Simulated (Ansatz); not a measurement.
# BFH3O3: the cost of one run

Method: RKS PBE-D4/def2-SVPD; program: Ansatz 0.2.0, Gaussian basis.

Levels: PBE-D4, revPBE-D4, BLYP-D4, r2SCAN-D4, B97M-V, PBE0-D4, B3LYP-D4, HSE06-D4, wB97X-V, wB97M-V, B2PLYP, Hartree-Fock, MP2, CCSD, CCSD(T). The reference is CCSD(T) extrapolated to the basis limit.

Cores are frozen in the correlated methods. B3LYP uses VWN-RPA correlation. B2PLYP carries no dispersion term here.

163 further runs of the same task are left out: 163 set aside as unsound or not needed. Runs told in other sessions of the task aren't counted.

### 1 The system as given

The pair, from a GFN2-xTB docking trial: 8 atoms, charge -1, spin multiplicity 1.

Atoms are counted from 1 here; the program's logs count them from 0.

Bond lengths: O2–B3 1.351 Å, O2–H6 1.000 Å, B3–O4 1.397 Å, B3–O5 1.358 Å, O4–H7 0.956 Å, O5–H8 1.009 Å. Angles: B3–O2–H6 104.9°, O2–B3–O4 119.1°, O2–B3–O5 122.5°, O4–B3–O5 118.4°, B3–O4–H7 108.2°, B3–O5–H8 105.3°.

Coordinates:

```
F     1.5529   -0.9545   -1.4816
O     0.6301   -0.7261    0.8923
B    -0.3033    0.1430    0.4474
O    -1.1867    0.7183    1.3643
O    -0.4175    0.4841   -0.8618
H     1.1595   -0.9725    0.0804
H    -1.7659    1.3118    0.8884
H     0.3309   -0.0042   -1.3295
```

Atoms 1 to 1 are fragment A (F−), the rest fragment B (BH₃O₃).

### 2 A first relaxation in a small basis

Input file pre/in.yaml:

```yaml
crystal:
  periodic: [false, false, false]
  atoms:
    - {symbol: F, position_ang: [1.552900, -0.954500, -1.481600]}
    - {symbol: O, position_ang: [0.630100, -0.726100, 0.892300]}
    - {symbol: B, position_ang: [-0.303300, 0.143000, 0.447400]}
    - {symbol: O, position_ang: [-1.186700, 0.718300, 1.364300]}
    - {symbol: O, position_ang: [-0.417500, 0.484100, -0.861800]}
    - {symbol: H, position_ang: [1.159500, -0.972500, 0.080400]}
    - {symbol: H, position_ang: [-1.765900, 1.311800, 0.888400]}
    - {symbol: H, position_ang: [0.330900, -0.004200, -1.329500]}
basis:
  gaussian: {orbitals: def2-SVPD}
total_charge: -1
hamiltonian: {xc: pbe, dispersion: d4}
relax: {f_tol: 0.03, max_steps: 250}
```

Run with:

```
ansatz run in.yaml --threads 4 --pin off --events-out ev --progress --plain --max-ram 9574MiB
```

**Question.** How long does this run take on 4 threads of Arm Neoverse V2, shared host?

About 7 s.
